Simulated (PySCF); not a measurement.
# C₅H₈SSi: electronic excitations

Aim: predict the electronic excitations of C₅H₈SSi (`CSC1=CC=C[SiH2]1`).

Programs: PySCF 2.14.0, with density-fitted response routines of our own. Each step states its level of theory. These are calculated values for one molecule in the gas phase, unless marked as measured. Atoms are numbered from 0 throughout.

### 1 Starting geometry

15 atoms, charge 0, multiplicity 1; geometry from: GFN2-xTB.

Bonds of the start (Å): C0–S1 1.82, S1–C2 1.74, C2–C3 1.35, C3–C4 1.44, C4–C5 1.34, C5–Si6 1.87, Si6–C2 1.91, C0–H7 1.09, C0–H8 1.09, C0–H9 1.09, C3–H10 1.08, C4–H11 1.08, C5–H12 1.08, Si6–H13 1.46, Si6–H14 1.46.

### 2 TDDFT and polarisability: CAM-B3LYP/def2-SVPD

The job: settings as JSON, then the geometry in Å.

```
{"job": {"kind": "uv", "xc": "CAM-B3LYP", "basis": "def2-SVPD", "nstates": 8, "ntriplets": 3}, "charge": 0, "multiplicity": 1}
C      2.682667    -0.236615    -0.596012
S      1.496797     0.629491    -1.665914
C      0.003599     0.366334    -0.812807
C     -1.169029     0.872365    -1.245536
C     -2.322017     0.559600    -0.433672
C     -2.115809    -0.197779     0.657407
Si    -0.298246    -0.629137     0.784069
H      2.399785    -1.280953    -0.507868
H      2.704840     0.236635     0.380827
H      3.652665    -0.150483    -1.075827
H     -1.270439     1.474083    -2.135915
H     -3.291757     0.938566    -0.725884
H     -2.912699    -0.482397     1.323048
H      0.027062    -2.044897     0.599810
H      0.408168    -0.046824     1.926705
```

Level: TDDFT CAM-B3LYP/def2-SVPD, vertical, gas phase, core orbitals frozen in the response.

Command:

```sh
> OMP_NUM_THREADS=1 python probes_run.py task.json out
```

This one command runs all jobs of the session in turn.

Predict these results of the whole session: lowest singlet (CAM-B3LYP/def2-SVPD); lowest triplet.

As calculated:

| quantity | value |
| --- | --- |
| lowest singlet (CAM-B3LYP/def2-SVPD) | 3.61 eV (344 nm), f = 0.145 |
| lowest triplet | 2.16 eV |

In words: The lowest singlet, at 3.61 eV, is HOMO→LUMO 0.97 and is bright. The lowest triplet lies 1.45 eV below the lowest singlet (triplets in Tamm-Dancoff, singlets in full TDDFT).
